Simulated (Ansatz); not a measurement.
A run of Ansatz 0.2.0:

Contents of input.yaml:

```yaml
crystal:
  lattice:
    - [4.671681, 0.0, 0.0]
    - [0.0, 4.671681, 0.0]
    - [0.0, 0.0, 4.671681]
  atoms:
    - { symbol: In, position: [0.5, 0.5, 0.0] }
    - { symbol: In, position: [0.5, 0.0, 0.5] }
    - { symbol: In, position: [0.0, 0.5, 0.5] }
    - { symbol: As, position: [0.0, 0.0, 0.0] }
hamiltonian:
  xc: pbesol
  pseudopotentials: { kind: paw }
kpoints:
  mp_grid: { grid: [6, 6, 6] }
scf:
  occupations: { method: fermi_dirac, width: 0.05 }
output:
  forces: true
  stress: true
  eigenvalues: true
relax:
  f_tol: 0.01
  max_steps: 40
  cell: { stress_tol: 0.05 }
```

Potentials or basis: Ansatz PAW.

The run is started by

```sh
$ ansatz run input.yaml --threads 2 --pin off --max-ram 5632MiB --backend cpu --events-out ev --progress --plain --runs-dir out
```

Hardware: 2 threads of Intel(R) Xeon(R) 6975P-C (Granite Rapids), on a shared host.

**Question.** How long does it take, and how much memory?

**Answer.** Wall time 5.7 s on 2 threads of Intel(R) Xeon(R) 6975P-C (Granite Rapids) (shared host), peak memory 0.44 GiB. Counts: scf iterations 26, plane waves 1863, k points 20, bands 33, ion steps 4.
